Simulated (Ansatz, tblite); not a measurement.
**The cluster Ga₆P₄F₆: one state, many levels**

The task here is to estimate one member of a computed series from the others.

The runs use Ansatz 0.2.0, Gaussian basis; as each input shows.

Plan: GFN1-xTB, GFN2-xTB, PBE-D4/def2-TZVP, r2SCAN-D4/def2-TZVP, r2SCAN0-D4/def2-TZVP, LDA/def2-TZVP, PBE-QIDH/def2-TZVP, PBE-D4/def2-SVP, PBE0-D4/def2-SVP, HF/STO-3G, MP2/def2-SVP, RPA/def2-SVP.

## The relaxed structure

The geometry is that of the singlet, from an earlier relaxation (PBE-D4/def2-SVP).

16 atoms, charge 0, spin multiplicity 1.

Bond lengths: P1–P2 2.293 Å, P1–P3 2.266 Å, P1–P4 2.272 Å, P2–Ga6 2.398 Å, P2–F13 1.775 Å, P3–Ga6 2.511 Å, P3–Ga10 2.324 Å, P4–Ga9 2.439 Å, P4–Ga10 2.339 Å, Ga5–F11 2.057 Å, Ga6–Ga9 2.469 Å, Ga6–F12 1.783 Å, Ga7–F14 1.984 Å, Ga8–F14 2.050 Å, Ga9–F15 1.778 Å, Ga10–F16 1.769 Å. Angles: P2–P1–P3 99.0°, P2–P1–P4 114.6°, P3–P1–P4 101.8°, P1–P2–Ga6 78.7°, P1–P2–F13 86.6°, Ga6–P2–F13 103.0°, P1–P3–Ga6 76.8°, P1–P3–Ga10 78.6°, Ga6–P3–Ga10 98.1°, P1–P4–Ga9 86.1°, P1–P4–Ga10 78.2°, Ga9–P4–Ga10 80.4°, P2–Ga6–P3 89.8°, P2–Ga6–Ga9 89.3°, P2–Ga6–F12 126.0°, P3–Ga6–Ga9 94.1°, P3–Ga6–F12 116.4°, Ga9–Ga6–F12 130.6° and more.

PBE0-D4/def2-TZVP was run before; its log isn't repeated, and its numbers join the tables.

The first run:

Tight binding, by tblite at 300 K electronic temperature and without a spin-polarisation term:

```python
tblite.interface.Calculator('GFN1-xTB', numbers, positions, charge=0, uhf=0).singlepoint()
```

Tight binding, by tblite at 300 K electronic temperature and without a spin-polarisation term:

```python
tblite.interface.Calculator('GFN2-xTB', numbers, positions, charge=0, uhf=0).singlepoint()
```

start.molden holds the orbitals of an earlier run on this state, given as this run's starting guess.

File in.yaml:

```yaml
crystal:
  periodic: [false, false, false]
  atoms:
    - {symbol: P, position_ang: [0.382907, 0.728227, -0.157251]}
    - {symbol: P, position_ang: [0.695553, -0.825540, -1.814451]}
    - {symbol: P, position_ang: [-0.934394, -0.489058, 1.227341]}
    - {symbol: P, position_ang: [2.207414, 1.102286, 1.144371]}
    - {symbol: Ga, position_ang: [-3.121832, -0.494005, -0.634344]}
    - {symbol: Ga, position_ang: [0.494717, -2.231011, 0.117913]}
    - {symbol: Ga, position_ang: [-2.000553, 1.603987, -3.407666]}
    - {symbol: Ga, position_ang: [-1.180220, 2.979494, -0.404872]}
    - {symbol: Ga, position_ang: [2.610753, -1.297404, 0.980817]}
    - {symbol: Ga, position_ang: [0.649617, 0.338057, 2.712627]}
    - {symbol: F, position_ang: [-2.689026, 1.439779, -1.186384]}
    - {symbol: F, position_ang: [-0.130116, -3.900349, 0.138477]}
    - {symbol: F, position_ang: [-0.993834, -0.527741, -2.268543]}
    - {symbol: F, position_ang: [-0.873884, 2.913023, -2.430524]}
    - {symbol: F, position_ang: [4.246178, -1.761874, 1.503024]}
    - {symbol: F, position_ang: [0.636729, 0.422119, 4.479476]}
basis:
  gaussian: {orbitals: def2-TZVP, fitting: {mean_field: def2-universal-jkfit}, initial_orbitals: start.molden}
hamiltonian: {xc: pbe, dispersion: d4}
scf: {omitted_lower_state_checks: [starts]}
output: {forces: true, orbitals: {seedname: orbitals}}
```

The run is started by

```console
$ ansatz run in.yaml --threads 2 --pin off --events-out ev --progress --plain --max-ram 32768MiB --backend cuda --devices 0, --max-vram 18GiB
```

Steps of the session up to this table: PBE-D4/def2-TZVP; r2SCAN-D4/def2-TZVP; r2SCAN0-D4/def2-TZVP; LDA/def2-TZVP; PBE-QIDH/def2-TZVP; PBE-D4/def2-SVP; PBE0-D4/def2-SVP; HF/STO-3G; MP2/def2-SVP; RPA/def2-SVP.

One of the session's tables, all rows but one given; the rest of the session is left out.

It belongs to the step «Binding energy». 

| level | binding an atom (eV) |
| --- | --- |
| HF/def2-SVP | 1.938 |
| LDA/def2-TZVP | 3.989 |
| PBE-D4/def2-SVP | 3.498 |
| PBE-D4/def2-TZVP | 3.446 |
| r2SCAN-D4/def2-TZVP | 3.313 |
| PBE0-D4/def2-SVP | 3.304 |
| PBE0-D4/def2-TZVP | 3.275 |
| r2SCAN0-D4/def2-TZVP | 3.164 |
| PBE-QIDH/def2-TZVP | ? |
| RPA/def2-SVP | 2.734 |
| MP2/def2-SVP | 3.118 |

Q: Estimate the row for PBE-QIDH/def2-TZVP from the others.

As computed: binding an atom (eV): 3.224. In the column «binding an atom (eV)» it lies between r2SCAN0-D4/def2-TZVP (3.164) and PBE0-D4/def2-TZVP (3.275).

Caveats from the session: Free atoms were run apart at each level; binding is atoms less cluster, divided by the number of atoms, without zero-point or spin-orbit terms.
